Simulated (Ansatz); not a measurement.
HfC, space group P6_3/mmc, a check of PAW against all-electron LAPW

With Ansatz's Python interface.

The script reads `hfc.xyz`:
```text
4
Lattice="3.34286605 0.0 0.0 -1.67143303 2.89500692 0.0 0.0 0.0 5.202714" Properties=species:S:1:pos:R:3 pbc="T T T"
Hf    1.67143304    0.96500230    3.90203550
Hf   -0.00000002    1.93000463    1.30067850
C     0.00000000    0.00000000    0.00000000
C     0.00000000    0.00000000    2.60135700
```

Typed at the interpreter:
```pycon
>>> import ansatz as az
>>> import numpy as np
>>> import pandas as pd
>>> def count_gap(report):
...     # lowest empty less highest filled band, counting bands; zero where they overlap
...     return max(report.get("gap_by_band_count_ev") or 0.0, 0.0)
...
>>> cell = az.Crystal.from_extxyz("hfc.xyz")
>>> calculation = (
...     cell.calculation()
...     .occupations("fermi_dirac", width=0.1)
...     .functional("lda")
...     .kpoints(mesh=(9, 9, 5))
...     .stress()
...     .forces()
...     .band_table()
... )
>>> variants = {
...     "PAW": calculation.pseudopotentials("paw"),
...     "LAPW": calculation.pseudopotentials("all_electron", lapw=True),
... }
>>> # totals differ by the cores that each treatment holds, so compare what does not depend on them
>>> rows = []
>>> for label, variant in variants.items():
...     summary = variant.run(threads=1).report
...     levels = np.array(summary["eigenvalues_ev"][0]) - summary["fermi_energy_ev"]
...     print(label, "levels at the first k-point near E_F:", np.round(levels[np.abs(levels) < 5], 3))
...     rows.append((label, summary["n_electrons"], np.trace(summary["stress_gpa"]) / 3, float(np.abs(summary["forces_ev_ang"]).max()), count_gap(summary)))
...
DeckWarning: basis.ecutwfc = 420 eV, auto-derived from the records' recommended cutoffs: set by Hf (normal level)
PAW levels at the first k-point near E_F: [-3.075 -3.075 -1.125 -1.125  1.004  1.4    1.4    1.871  1.871  2.338
  3.468]
LAPW levels at the first k-point near E_F: [-3.075 -3.075 -1.122 -1.122  1.003  1.399  1.399  1.87   1.87   2.338
  3.471  4.147]
>>> print(pd.DataFrame(rows, columns=["treatment", "electrons in bands", "P GPa", "max force component eV/A", "gap by band count eV"]).round(4).to_string(index=False))
treatment  electrons in bands    P GPa  max force component eV/A  gap by band count eV
      PAW                60.0 -12.5924                       0.0                   0.0
     LAPW                96.0 -12.5141                       0.0                   0.0
```

PAW gives -12.592 GPa and LAPW -12.514 GPa, 0.08 GPa apart. They took 2.8 and 43.3 s of processor time.

Total energies depend on the potentials; only differences at equal settings carry meaning. A total without «per atom» is that of the whole cell that was run. The computed bands are complete only to about 3.5 eV above the Fermi level. For a metal this k-point mesh is coarse: on a finer one energies can move by several to tens of meV an atom and pressures by half a GPa or more, differences at one mesh by less. A gap by band count of zero or less means overlapping bands, a metal. At these settings the cell as given stands under about -13 GPa, so it isn't at this functional's equilibrium volume. The structure comes from a database of computed cells and needn't be a stable or known phase. Levels are Kohn-Sham eigenvalues on this mesh, without spin-orbit coupling. Warnings are shown shortened and without file and line. Pressure is positive in compression; the treatments may keep other shells as core, so totals and counts of electrons can differ. Hardware and time: 47 s on 1 thread of Arm Neoverse V2, with other jobs on the host, peak memory 0.74 GiB.
